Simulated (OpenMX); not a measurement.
Crystal: MnSb.

```
Sb Mn
1.0
     4.15000    0.00000    0.00000
    -2.07500    3.59401    0.00000
     0.00000    0.00000    5.78000
Sb Mn
2 2
Direct
  0.66667 0.33333 0.75000
  0.33333 0.66667 0.25000
  0.00000 0.00000 0.50000
  0.00000 0.00000 0.00000
```

Base run:

```yaml
Program: OpenMX 3.8.5
Functional: PBE
Potentials_or_basis: OpenMX 2013 PBE set, Sb7.0-s3p2d1, Mn6.0-s2p2d1, grid cutoff 500 Ry
k_mesh: 7 × 7 × 5
Occupations: fermi-dirac, width 0.05 eV
Spin: collinear spin, ferromagnetic start
Starting_moments: "[0.0, 0.0, 4.0, 4.0] μB"
```

Its results: pressure 3.8 GPa; net moment 7.35 μB per cell; site moments Sb -0.41; Mn +4.08 μB.

The run is repeated on the same cell with these changes: functional from PBE to LDA; potentials or basis from OpenMX 2013 PBE set, Sb7.0-s3p2d1, Mn6.0-s2p2d1, grid cutoff 500 Ry to OpenMX 2013 LDA set, Sb7.0-s3p2d2, Mn6.0-s3p2d2, grid cutoff 500 Ry. What comes out?

Pressure -7.4 GPa; net moment 6.58 μB per cell; site moments Sb -0.24; Mn +3.54 μB.

Caveats: the basis of atomic orbitals isn't converged, which shifts pressures, moduli and gaps; only a ferromagnetic start was run, and an antiferromagnetic order may lie lower in energy; the transition metal has a single d function, too few for pressures, volumes and moments (some runs).
